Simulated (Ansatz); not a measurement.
# CH₄Ge (triplet): from Hartree-Fock to the top rungs at a displaced geometry (v2), cc-pVDZ

One table from this session's results is given with a row withheld; the runs are named, their logs left out.

The runs use Ansatz 0.2.0, Gaussian basis; cc-pVDZ, core rule «outside noble gas», up to 15 orbitals frozen.

To be run: UHF; CCSD(T) on ROHF; CCSD(T) on UHF; BCCD(T) on ROHF; CISD; CCSDT(Q) on ROHF; CCSDT(Q) on UHF.

21 further runs of the same task are left out: 5 that didn't finish, 16 set aside as unsound or not needed.

**The geometry**

The geometry is a PBE0/def2-TZVP stationary point (not a proven minimum) with its atoms shifted at random (size 0.100 Å). No spin-orbit coupling is included. The filled d shell of Ge may be among the frozen orbitals whatever the setting's name suggests; the logs give the count.

6 atoms, charge 0, spin multiplicity 3.

Atoms are counted from 1 here; the program's logs count them from 0.

Bond lengths: Ge1–C2 1.969 Å, Ge1–H3 1.532 Å, C2–H4 1.178 Å, C2–H5 1.124 Å, C2–H6 0.926 Å. Angles: C2–Ge1–H3 119.6°, Ge1–C2–H4 105.9°, Ge1–C2–H5 109.3°, Ge1–C2–H6 122.1°, H4–C2–H5 95.8°, H4–C2–H6 113.2°, H5–C2–H6 107.4°.

Geometry (Å):

```
Ge    0.02433   -0.03186    0.33645
C    -0.14054    0.08647   -1.62164
H    -0.06392    1.24256    1.18264
H     0.01919   -1.00883   -2.02555
H     0.81070    0.50585   -2.04970
H    -0.84491    0.52611   -2.03074
```

The first run:

in.yaml reads:

```yaml
crystal:
  periodic: [false, false, false]
  atoms:
    - {symbol: Ge, position_ang: [0.024333, -0.031860, 0.336446]}
    - {symbol: C, position_ang: [-0.140541, 0.086469, -1.621637]}
    - {symbol: H, position_ang: [-0.063921, 1.242560, 1.182640]}
    - {symbol: H, position_ang: [0.019188, -1.008827, -2.025546]}
    - {symbol: H, position_ang: [0.810697, 0.505851, -2.049704]}
    - {symbol: H, position_ang: [-0.844909, 0.526115, -2.030737]}
basis:
  gaussian: {orbitals: cc-pVDZ}
magnetization: {spin_polarized: true, initial_magnetization: 2}
hamiltonian: {xc: hf}
output: {orbitals: {seedname: orbitals}}
```

The run is started by

```
$ ansatz run in.yaml --threads 1 --pin off --events-out ev --progress --plain --max-ram 2393MiB
```

Steps of the session up to this table: UHF; CCSD(T) on ROHF; CCSD(T) on UHF; BCCD(T) on ROHF; CISD; CCSDT(Q) on ROHF; CCSDT(Q) on UHF.

One of the session's tables, all rows but one given; the rest of the session is left out.

| method | from UCCSDT(Q) (kcal/mol) |
| --- | --- |
| ROHF | +159.95 |
| UHF | +158.67 |
| RMP2 | +25.74 |
| UMP2 | +25.45 |
| CISD | +16.54 |
| RCCSD | +5.06 |
| UCCSD | ? |
| RCCSD(T) | +0.98 |
| UCCSD(T) | +0.74 |
| BCCD(T) | +0.97 |
| RCCSDT | +0.45 |
| UCCSDT | +0.21 |
| RCCSDT(Q) | +0.25 |
| UCCSDT(Q) | 0 |

**Question.** Estimate the row for UCCSD.

**Answer.** from UCCSDT(Q) (kcal/mol): +4.80. In the column «from UCCSDT(Q) (kcal/mol)» it lies between RCCSD(T) (+0.98) and RCCSD (+5.06).

Limits of these values: Restricted and unrestricted rows rest on different reference determinants; where their highest levels disagree by more than a few hundredths of an eV, they describe different states and don't form one ladder.
